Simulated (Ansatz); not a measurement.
# KTaO2: the cost of one run

Program: Ansatz 0.2.0. Level of theory: DFT PBE, scalar-relativistic, plane waves, PAW. These are calculated values, not measurements.

## (1) The system as given

It takes space group P6_3/mmc (No. 194, hexagonal). Conventional cell: a = 3.327 Å, b = 3.327 Å, c = 12.014 Å, α = 90.00°, β = 90.00°, γ = 120.00°. K (site symmetry -6m2) is surrounded by 6 O at 2.67 Å. Ta (site symmetry -3m) is surrounded by 6 O at 2.24 Å. Around O (site symmetry 3m) lie 3 Ta at 2.24 Å and 3 K at 2.67 Å.

As a file:

```cif
data_structure
_symmetry_space_group_name_H-M 'P6_3/mmc'
_symmetry_Int_Tables_number 194
_cell_length_a 3.3270
_cell_length_b 3.3270
_cell_length_c 12.0142
_cell_angle_alpha 90.000
_cell_angle_beta 90.000
_cell_angle_gamma 120.000
_cell_volume 115.17
loop_
_atom_site_label
_atom_site_type_symbol
_atom_site_symmetry_multiplicity
_atom_site_Wyckoff_symbol
_atom_site_fract_x
_atom_site_fract_y
_atom_site_fract_z
_atom_site_occupancy
K1 K 2 d 0.66667 0.33333 0.25000 1
Ta1 Ta 2 a 0.00000 0.00000 0.50000 1
O1 O 4 f 0.33333 0.66667 0.40482 1
```

A structure generator made this guess: species swapped into a database cell of NaCoO2 (P6_3/mmc, No. 194), with K on the Na sites and Ta on the Co sites. Its size is a rough estimate.

## (2) A first look at the guess

Contents of input.yaml:

```yaml
crystal:
  lattice:
    - [3.32699673, 0.0, 0.0]
    - [-1.66349837, 2.88126369, 0.0]
    - [0.0, 0.0, 12.01415973]
  atoms:
    - { symbol: K, position: [0.66666667, 0.33333333, 0.25] }
    - { symbol: K, position: [0.33333333, 0.66666667, 0.75] }
    - { symbol: Ta, position: [0.0, 0.0, 0.5] }
    - { symbol: Ta, position: [0.0, 0.0, 0.0] }
    - { symbol: O, position: [0.33333333, 0.66666667, 0.40482104] }
    - { symbol: O, position: [0.66666667, 0.33333333, 0.59517896] }
    - { symbol: O, position: [0.66666667, 0.33333333, 0.90482104] }
    - { symbol: O, position: [0.33333333, 0.66666667, 0.09517896] }
basis:
  ecutwfc: 420
kpoints:
  mp_grid: { grid: [6, 6, 2] }
hamiltonian:
  xc: pbe
scf:
  occupations: { method: gaussian, width: 0.1 }
  lower_state_search: "off"
output:
  forces: true
  stress: true
  eigenvalues: true
```

Started as:

```console
> ansatz run input.yaml --threads 1 --pin off --max-ram 2560MiB --backend cpu --events-out ev --progress --plain --runs-dir out
```

Q: Estimate wall time and peak memory on 1 thread of Intel Xeon at 2.50GHz (Skylake/Cascade Lake), shared host.

About 8.8 s, with a peak of 0.41 GiB.
